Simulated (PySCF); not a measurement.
# F3H3LuN (Lu(F)3(NH3)): the cost of one run

The runs use PySCF 2.14.0; several levels, as the steps say, no spin–orbit coupling.

1 further run of the same task is left out (for a known fault of the program).

**1. The system as given**

8 atoms, charge 0, spin multiplicity 1.

Bond lengths: Lu1–F2 1.986 Å, Lu1–F3 1.986 Å, Lu1–F4 1.986 Å, Lu1–N5 2.419 Å, N5–H6 1.022 Å, N5–H7 1.022 Å, N5–H8 1.022 Å. Angles: F2–Lu1–F3 118.3°, F2–Lu1–F4 118.3°, F2–Lu1–N5 97.5°, F3–Lu1–F4 118.3°, F3–Lu1–N5 97.5°, F4–Lu1–N5 97.5°, Lu1–N5–H6 112.2°, Lu1–N5–H7 112.2°, Lu1–N5–H8 112.2°, H6–N5–H7 106.6°, H6–N5–H8 106.6°, H7–N5–H8 106.6°.

Coordinates:

```
atom    x (Å)    y (Å)    z (Å)
 Lu1   0.0902  -0.0902   0.0902
  F2   1.0442   1.3672   1.0442
  F3  -1.3672  -1.0442   1.0442
  F4   1.0442  -1.0442  -1.3672
  N5  -1.3065   1.3065  -1.3065
  H6  -1.9159   1.9159  -0.7569
  H7  -0.7569   1.9159  -1.9159
  H8  -1.9159   0.7569  -1.9159
```

Formal oxidation states: Lu +3. Each metal's 14 4f electrons lie in its core potential, so multiplicities, spins and levels count the valence alone. An earlier session relaxed this geometry at PBE0, Lu lcecp-1-SVP with ECP60, F def2-SVP, N def2-SVP, H def2-SVP (singlet, point group C3v).

At PBE0 on the finer grid: E = -395.753046 Eh, HOMO -9.66 eV, LUMO -0.77 eV, Mulliken charge on Lu1 +1.10 e, largest force component 0.003 eV/Å. 

Levels to run: M06-L; PBE; PBE0, TZVP. Hardware: 2 threads of Arm Neoverse V1, shared host.

**2. M06-L**

Input file run.py (the lines that set the calculation):

```python
mol = gto.M(atom='''
Lu     0.09024    -0.09024     0.09024
F      1.04425     1.36720     1.04425
F     -1.36720    -1.04425     1.04425
F      1.04425    -1.04425    -1.36720
N     -1.30653     1.30653    -1.30653
H     -1.91594     1.91594    -0.75689
H     -0.75689     1.91594    -1.91594
H     -1.91594     0.75689    -1.91594''',
    basis={'Lu': 'lcecp-1-SVP', 'F': 'def2-SVP', 'N': 'def2-SVP', 'H': 'def2-SVP'},
    ecp={'Lu': 'lcecp-1-SVP'},
    charge=0, spin=0)
mf = dft.RKS(mol, xc='M06L')
mf.grids.atom_grid = (75, 302)  # f atoms: unpruned, at least (60, 302)
mf = mf.density_fit()  # fitting sets: Lu AutoAux, F def2-universal-JKFIT, N def2-universal-JKFIT, H def2-universal-JKFIT
mf.conv_tol = 1e-08; mf.max_cycle = 55
mf.kernel(dm0)  # dm0: the density of the relaxed state
```

Run with:

```
$ OMP_NUM_THREADS=2 python run.py
```

**Question.** How long does this run take on 2 threads of Arm Neoverse V1, shared host?

About 9.4 s.
